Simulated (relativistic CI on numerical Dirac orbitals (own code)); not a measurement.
# Ions with 3 electrons, V²⁰⁺ to Cu²⁶⁺: levels along an isoelectronic sequence

Aim: follow the lowest levels of 3-electron ions as the nuclear charge grows, with one list of configurations.

Method: Dirac-Coulomb-Breit CI, KLI orbitals optimised for each configuration, model QED (radiative potential, 1s self-energy scaled to tabulated hydrogen-like ionisation energies). Code: relativistic CI on numerical Dirac orbitals (own code) version 2.

**1. The system**

```
electrons      : 3
ions           : V²⁰⁺, Cr²¹⁺, Mn²²⁺, Fe²³⁺, Co²⁴⁺, Ni²⁵⁺, Cu²⁶⁺
configurations : [He] 2s; [He] 2p; [He] 3s; [He] 3p; [He] 3d
```

**2. V²⁰⁺ (Z = 23)**

The run's settings:

```ini
atom V  Z=23  charge=20  electrons=3
nucleus A=51  rms_radius_fm=3.6002
hamiltonian dirac-coulomb  breit=on  qed=on  c_scale=1
orbitals kli  potential=per-configuration
slater_scale 1
correlation none
mixing on
configurations
  [He] 2s
  [He] 2p
  [He] 3s
  [He] 3p
  [He] 3d
end
```

**3. Cr²¹⁺ (Z = 24)**

Settings: those of step 2 with these lines changed.

```diff
@@ -1,3 +1,3 @@
-atom V  Z=23  charge=20  electrons=3
-nucleus A=51  rms_radius_fm=3.6002
+atom Cr  Z=24  charge=21  electrons=3
+nucleus A=52  rms_radius_fm=3.6452
 hamiltonian dirac-coulomb  breit=on  qed=on  c_scale=1
```

**4. Mn²²⁺ (Z = 25)**

Settings: those of step 3 with these lines changed.

```diff
@@ -1,3 +1,3 @@
-atom Cr  Z=24  charge=21  electrons=3
-nucleus A=52  rms_radius_fm=3.6452
+atom Mn  Z=25  charge=22  electrons=3
+nucleus A=55  rms_radius_fm=3.7057
 hamiltonian dirac-coulomb  breit=on  qed=on  c_scale=1
```

**5. Fe²³⁺ (Z = 26)**

Settings: those of step 4 with these lines changed.

```diff
@@ -1,3 +1,3 @@
-atom Mn  Z=25  charge=22  electrons=3
-nucleus A=55  rms_radius_fm=3.7057
+atom Fe  Z=26  charge=23  electrons=3
+nucleus A=56  rms_radius_fm=3.7377
 hamiltonian dirac-coulomb  breit=on  qed=on  c_scale=1
```

**6. Co²⁴⁺ (Z = 27)**

Settings: those of step 5 with these lines changed.

```diff
@@ -1,3 +1,3 @@
-atom Fe  Z=26  charge=23  electrons=3
-nucleus A=56  rms_radius_fm=3.7377
+atom Co  Z=27  charge=24  electrons=3
+nucleus A=59  rms_radius_fm=3.7875
 hamiltonian dirac-coulomb  breit=on  qed=on  c_scale=1
```

**7. Ni²⁵⁺ (Z = 28)**

Settings: those of step 6 with these lines changed.

```diff
@@ -1,3 +1,3 @@
-atom Co  Z=27  charge=24  electrons=3
-nucleus A=59  rms_radius_fm=3.7875
+atom Ni  Z=28  charge=25  electrons=3
+nucleus A=58  rms_radius_fm=3.7757
 hamiltonian dirac-coulomb  breit=on  qed=on  c_scale=1
```

**8. Cu²⁶⁺ (Z = 29)**

Settings: those of step 7 with these lines changed.

```diff
@@ -1,3 +1,3 @@
-atom Ni  Z=28  charge=25  electrons=3
-nucleus A=58  rms_radius_fm=3.7757
+atom Cu  Z=29  charge=26  electrons=3
+nucleus A=63  rms_radius_fm=3.8823
 hamiltonian dirac-coulomb  breit=on  qed=on  c_scale=1
```

(Steps that only read results are left out.)

Before running it: what results should come out? Wanted: lowest level, first ion; lowest level, last ion; changes of the lowest level; interval 2P°1/2 to 2P°3/2; mean jj purity of the low levels.

The runs gave:

| quantity | value |
| --- | --- |
| lowest level, first ion | 2s 2S1/2 |
| lowest level, last ion | 2s 2S1/2 |
| changes of the lowest level | none |
| interval 2P°1/2 to 2P°3/2 | 75350 to 206400 cm⁻¹ |
| mean jj purity of the low levels | 100 % |

**Reading.** The lowest level stays 2s 2S1/2 throughout. The fine-structure interval of 2p 2P° grows as about Z to the power 4.3 over this range. Only the listed configurations are in the model.
